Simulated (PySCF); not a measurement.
# InAs (triplet): changing the method

Aim: see what other levels and later steps give for InAs (triplet).

The runs use PySCF 2.14.0; method and basis as typed in the scripts.

5 further runs of the same task are left out: 5 that didn't finish.

## Step 1: The system as given

InAs (triplet): 2 atoms, charge 0, spin multiplicity 3.

Bond lengths: In1–As2 2.950 Å.

## Step 2: Base script

The input, input.py:

```python
from pyscf import gto, scf, mp

mol = gto.M(
    atom='In 0 0 0; As 0 0 2.95',
    basis='def2-svp',
    ecp={'In': 'def2-svp'},
    charge=0,
    spin=2,
    verbose=4,
)
mf = scf.UHF(mol)
mf.kernel()
mp.MP2(mf, frozen=13).kernel()
mf.dip_moment()
print('orbital energies (hartree):', [e[max(0, n-3):n+3].round(4) for e, n in zip(mf.mo_energy, mol.nelec)])
```

Started as:

```sh
> python input.py
```

## Step 3: Mn15 (UKS)

Run 1 changes functional: none (Hartree–Fock) → mn15; SCF type: UHF → UKS; step after the SCF: mp2 → analyze.

input.py: that of step 2 with these lines changed.

```diff
@@ -1,2 +1,2 @@
-from pyscf import gto, scf, mp
+from pyscf import gto, dft
 
@@ -10,5 +10,5 @@
 )
-mf = scf.UHF(mol)
+mf = dft.UKS(mol, xc='mn15')
 mf.kernel()
-mp.MP2(mf, frozen=13).kernel()
+mf.mulliken_pop()
 mf.dip_moment()
```

## Step 4: Pbesol (UKS)

Run 2 changes functional: none (Hartree–Fock) → pbesol; SCF type: UHF → UKS; step after the SCF: mp2 → analyze.

input.py: that of step 2 with these lines changed.

```diff
@@ -1,2 +1,2 @@
-from pyscf import gto, scf, mp
+from pyscf import gto, dft
 
@@ -10,5 +10,5 @@
 )
-mf = scf.UHF(mol)
+mf = dft.UKS(mol, xc='pbesol')
 mf.kernel()
-mp.MP2(mf, frozen=13).kernel()
+mf.mulliken_pop()
 mf.dip_moment()
```

## Step 5: Bhandhlyp (UKS)

Run 3 changes functional: none (Hartree–Fock) → bhandhlyp; SCF type: UHF → UKS; step after the SCF: mp2 → analyze.

input.py: that of step 2 with these lines changed.

```diff
@@ -1,2 +1,2 @@
-from pyscf import gto, scf, mp
+from pyscf import gto, dft
 
@@ -10,5 +10,5 @@
 )
-mf = scf.UHF(mol)
+mf = dft.UKS(mol, xc='bhandhlyp')
 mf.kernel()
-mp.MP2(mf, frozen=13).kernel()
+mf.mulliken_pop()
 mf.dip_moment()
```

## Step 6: MP2

Run 4 changes frozen orbitals: 13 → none.

input.py: that of step 2 with these lines changed.

```diff
@@ -12,3 +12,3 @@
 mf.kernel()
-mp.MP2(mf, frozen=13).kernel()
+mp.MP2(mf).kernel()
 mf.dip_moment()
```

What does the calculation give? Wanted: for each run, E(SCF); from base; gap, α spin; SCF dipole; after the SCF.

The runs gave:

| run | E(SCF) (hartree) | from base (eV) | cycles | gap, α spin (eV) | SCF dipole (D) | after the SCF |
| --- | --- | --- | --- | --- | --- | --- |
| base | -2423.146517 | 0 | 15 | 7.79 | 2.89 | MP2 correlation -6.791 eV, core frozen |
| mn15 (UKS) | -2425.577269 | not comparable | 18 | 4.44 | 2.90 | n/a |
| pbesol (UKS) | -2423.597646 | not comparable | 13 | 2.20 | 2.30 | n/a |
| bhandhlyp (UKS) | -2425.619051 | not comparable | 14 | 4.91 | 2.81 | n/a |
| MP2 | -2423.146517 | 0.0000 | 15 | 7.79 | 2.89 | MP2 correlation -8.223 eV |

What this shows: The α-spin gap between the frontier levels is 2.2 eV with pbesol (0 % exact exchange) and 4.9 eV with bhandhlyp (50 %): exact exchange opens it. A lower total energy from another functional means nothing by itself. The dearest run is “mn15 (UKS)”, at 10 s against 1.3 s.
